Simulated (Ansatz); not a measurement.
# C2H10AlN3: basis-set convergence

One table from this session's results is given with a row withheld; the runs are named, their logs left out.

The runs use Ansatz 0.2.0, Gaussian basis; one geometry, several basis sets.

Plan: PBE0-D4/def2-SVP; ωB97M-V/def2-SVP; PBE0-D4/def2-QZVPP; ωB97M-V/def2-QZVPP; the functionals' def2-TZVPP values are taken from earlier runs.

## The geometry

An earlier PBE0-D4 in a triple-zeta def2 set relaxation fixed the geometry.

SMILES `C[N](C)[Al]([NH2])[NH2]`, 16 atoms, charge 0, spin multiplicity 1.

Atoms are counted from 1 here; the program's logs count them from 0.

Bond lengths: C1–N2 1.439 Å, C1–H7 1.093 Å, C1–H8 1.101 Å, C1–H9 1.101 Å, N2–C3 1.439 Å, N2–Al4 1.777 Å, C3–H10 1.093 Å, C3–H11 1.101 Å, C3–H12 1.101 Å, Al4–N5 1.771 Å, Al4–N6 1.771 Å, N5–H13 1.006 Å, N5–H14 1.006 Å, N6–H15 1.006 Å, N6–H16 1.006 Å. Angles: N2–C1–H7 111.0°, N2–C1–H8 112.0°, N2–C1–H9 111.8°, H7–C1–H8 107.7°, H7–C1–H9 107.2°, H8–C1–H9 106.9°, C1–N2–C3 112.3°, C1–N2–Al4 123.9°, C3–N2–Al4 123.9°, N2–C3–H10 111.0°, N2–C3–H11 112.0°, N2–C3–H12 111.8°, H10–C3–H11 107.7°, H10–C3–H12 107.2°, H11–C3–H12 106.9°, N2–Al4–N5 119.9°, N2–Al4–N6 119.9°, N5–Al4–N6 120.3° and more.

The first run:

Contents of in.yaml:

```yaml
crystal:
  periodic: [false, false, false]
  atoms:
    - {symbol: C, position_ang: [1.427635, 0.833965, 0.968425]}
    - {symbol: N, position_ang: [0.273286, 0.038793, 0.640945]}
    - {symbol: C, position_ang: [-0.247855, -0.664016, 1.783983]}
    - {symbol: Al, position_ang: [-0.428330, -0.063521, -0.988479]}
    - {symbol: N, position_ang: [0.484673, 0.539008, -2.381542]}
    - {symbol: N, position_ang: [-2.037742, -0.768179, -1.213370]}
    - {symbol: H, position_ang: [1.784912, 1.383450, 0.093804]}
    - {symbol: H, position_ang: [2.261163, 0.218070, 1.340331]}
    - {symbol: H, position_ang: [1.203846, 1.575893, 1.750520]}
    - {symbol: H, position_ang: [-1.102032, -1.286015, 1.504593]}
    - {symbol: H, position_ang: [-0.580256, 0.024991, 2.575925]}
    - {symbol: H, position_ang: [0.506210, -1.328562, 2.233399]}
    - {symbol: H, position_ang: [0.093820, 0.707801, -3.292935]}
    - {symbol: H, position_ang: [1.470878, 0.735830, -2.388481]}
    - {symbol: H, position_ang: [-2.712536, -0.919792, -0.483211]}
    - {symbol: H, position_ang: [-2.420773, -1.050216, -2.099706]}
basis:
  gaussian: {orbitals: def2-SVP}
hamiltonian: {xc: pbe0, dispersion: d4}
output: {orbitals: {seedname: orbitals}}
```

Run with:

```sh
> ansatz run in.yaml --threads 4 --pin off --events-out ev --progress --plain --max-ram 11315MiB
```

Steps of the session up to this table: PBE0-D4 in def2-SVP; ωB97M-V in def2-SVP; PBE0-D4 in def2-QZVPP; ωB97M-V in def2-QZVPP.

One table of the session follows, with a row left open; its other results are not shown here.

It belongs to the step «Density functionals: the series». 

| functional | basis | HOMO (eV) | LUMO (eV) |
| --- | --- | --- | --- |
| PBE0-D4 | def2-SVP | -5.69 | 0.70 |
| PBE0-D4 | def2-TZVPP | ? | ? |
| PBE0-D4 | def2-QZVPP | -5.95 | -0.02 |
| ωB97M-V | def2-SVP | -7.99 | 2.26 |
| ωB97M-V | def2-TZVPP | -8.21 | 1.74 |
| ωB97M-V | def2-QZVPP | -8.26 | 1.18 |

**Question.** Estimate the row for PBE0-D4, def2-TZVPP.

The run gave: HOMO (eV): -5.90; LUMO (eV): 0.30. In the column «HOMO (eV)» it lies between PBE0-D4, def2-QZVPP (-5.95) and PBE0-D4, def2-SVP (-5.69).
